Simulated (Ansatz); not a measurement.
# AgRu2Au2: the cost of one run

Computed with Ansatz 0.2.0 (DFT PBE, scalar-relativistic, plane waves, PAW, unless a step's input says otherwise).

### 1 The system as given

It takes space group P6mm (No. 183, hexagonal). Conventional cell: a = 4.815 Å, b = 4.815 Å, c = 20.000 Å, α = 90.00°, β = 90.00°, γ = 120.00°. Ag (site symmetry 6mm) has 6 Au at 3.70 Å and 6 Ru at 3.78 Å as nearest neighbours. Ru (site symmetry 3m) is surrounded by 3 Ru at 2.78 Å. Around Au (site symmetry 3m) lie 3 Au at 2.78 Å.

Coordinates:

```xyz
5
Lattice="4.8149 0.0000 0.0000 -2.4075 4.1699 0.0000 0.0000 0.0000 20.0000" Properties=species:S:1:pos:R:3 pbc="T T F"
Ag    0.0000    0.0000    9.9400
Ru    0.0000    2.7799   12.5009
Ru    2.4075    1.3900   12.5009
Au    0.0000    2.7799    7.4991
Au    2.4075    1.3900    7.4991
```

Recipe of the guess: Janus sheet modelled on a layer of TiB4, with Au on the B sites and Ag on the Ti sites. Its size is a rough estimate.

Only a and b are periodic; c spans vacuum, so the box's volume, pressure and space group aren't properties of the sheet.

### 2 The guess as it stands, on a coarse mesh

Input file input.yaml:

```yaml
crystal:
  lattice:
    - [4.81492939, 0.0, 0.0]
    - [-2.40746469, 4.16985117, 0.0]
    - [0.0, 0.0, 20.0]
  atoms:
    - { symbol: Ag, position: [0.0, 0.0, 0.497] }
    - { symbol: Ru, position: [0.33333333, 0.66666667, 0.62504528] }
    - { symbol: Ru, position: [0.66666667, 0.33333333, 0.62504528] }
    - { symbol: Au, position: [0.33333333, 0.66666667, 0.37495472] }
    - { symbol: Au, position: [0.66666667, 0.33333333, 0.37495472] }
  periodic: [true, true, false]
basis:
  ecutwfc: 420
kpoints:
  mp_grid: { grid: [6, 6, 1] }
hamiltonian:
  xc: pbe
scf:
  occupations: { method: gaussian, width: 0.1 }
  lower_state_search: "off"
output:
  forces: true
  stress: true
  eigenvalues: true
```

Run with:

```bash
$ ansatz run input.yaml --threads 1 --pin off --max-ram 2560MiB --backend cpu --events-out ev --progress --plain --runs-dir out
```

**Question.** How long does this run take on 1 thread of Intel Xeon at 2.70GHz, shared host, and how much memory does it need?

About 35 s, with a peak of 0.82 GiB.
